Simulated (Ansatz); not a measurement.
Geometry optimisation, Ansatz, DFT PBE, scalar-relativistic, plane waves, PAW.

Input file:

```yaml
crystal:
  lattice:
    - [6.214465, 0.0, 0.0]
    - [0.0, 6.214465, 0.0]
    - [0.0, 0.0, 6.214465]
  atoms:
    - { symbol: H, position: [0.3632275, 0.5799012, 0.8803209] }
    - { symbol: H, position: [0.4728951, 0.550895, 0.8456424] }
    - { symbol: H, position: [0.7979966, 0.0500334, 0.9721259] }
    - { symbol: H, position: [0.8162023, 0.0573697, 0.8551401] }
    - { symbol: H, position: [0.206808, 0.0500924, 0.3418903] }
    - { symbol: H, position: [0.1985843, 0.1170683, 0.2443325] }
    - { symbol: H, position: [0.4727101, 0.1467865, 0.7173769] }
    - { symbol: H, position: [0.4262748, 0.1706828, 0.6108702] }
    - { symbol: H, position: [0.1896918, 0.372244, 0.4439958] }
    - { symbol: H, position: [0.075076, 0.3801753, 0.414479] }
    - { symbol: H, position: [0.3312852, 0.8714166, 0.103236] }
    - { symbol: H, position: [0.262168, 0.9477852, 0.0444007] }
    - { symbol: H, position: [0.8072074, 0.3159166, 0.213217] }
    - { symbol: H, position: [0.7886845, 0.3149555, 0.0960551] }
    - { symbol: H, position: [0.9834534, 0.9064805, 0.5961935] }
    - { symbol: H, position: [0.9891487, 0.8182972, 0.6753276] }
    - { symbol: H, position: [0.8133288, 0.4039053, 0.6053004] }
    - { symbol: H, position: [0.7872439, 0.2889733, 0.6187595] }
    - { symbol: H, position: [0.2567237, 0.6547097, 0.6035125] }
    - { symbol: H, position: [0.2385602, 0.6657247, 0.486809] }
basis:
  ecutwfc: 420.0
kpoints:
  mp_grid: { grid: [1, 1, 1] }
hamiltonian:
  xc: pbe
scf:
  occupations: { method: fermi_dirac, width: 0.02 }
  lower_state_search: "off"
relax:
  f_tol: 0.3
  max_steps: 15
  adjacent_minimum: "off"
```

Launched with:

```bash
$ ansatz run input.yaml --threads 1 --pin off --max-ram 3072MiB --backend cpu --events-out ev --progress --plain --runs-dir out
```

Problem. Where does it end, and by what steps?

Solution. The run converged. The threshold is loose, so the end isn't yet a minimum. The force dipped under the threshold on the way, but the program's further checks kept it going. Limits of this set-up: coarse k mesh. After 9 steps the energy has fallen by 1.203 eV; H19 moved furthest, 1.44 Å.

| step | energy less start (eV) | largest force component (eV/Å) | accepted |
| --- | --- | --- | --- |
| 0 | 0.0000 | 0.640 | yes |
| 1 | -0.3433 | 0.369 | yes |
| 2 | -0.6226 | 0.275 | yes |
| 3 | -0.8113 | 0.350 | yes |
| 4 | -0.9353 | 0.411 | yes |
| 5 | -1.0235 | 0.375 | yes |
| 6 | -1.0938 | 0.266 | yes |
| 7 | -1.0938 | 0.266 | yes |
| 8 | -1.1573 | 0.059 | yes |
| 9 | -1.2028 | 0.097 | yes |

```xyz
20
Lattice="6.2145 0.0000 0.0000 0.0000 6.2145 0.0000 0.0000 0.0000 6.2145" Properties=species:S:1:pos:R:3
H 2.361 3.109 5.748
H 3.017 2.917 5.444
H 4.838 0.299 6.305
H 4.965 0.223 5.570
H 0.915 -0.064 2.258
H 0.768 0.443 1.726
H 2.677 0.761 4.355
H 2.403 0.915 3.675
H 1.263 2.793 2.733
H 0.567 2.728 2.461
H 2.092 5.283 0.057
H 1.643 5.693 -0.377
H 4.613 2.495 1.672
H 4.513 2.455 0.933
H 5.952 5.207 3.659
H 6.016 4.747 4.249
H 4.947 2.727 3.933
H 4.670 2.041 4.038
H 2.920 4.491 3.360
H 2.730 4.576 2.641
```

Whether the end is a true minimum wasn't checked by a vibrational analysis.

The run took 6.8 s on 1 thread of Arm Neoverse V2, with other jobs on the host, peak memory 0.28 GiB.
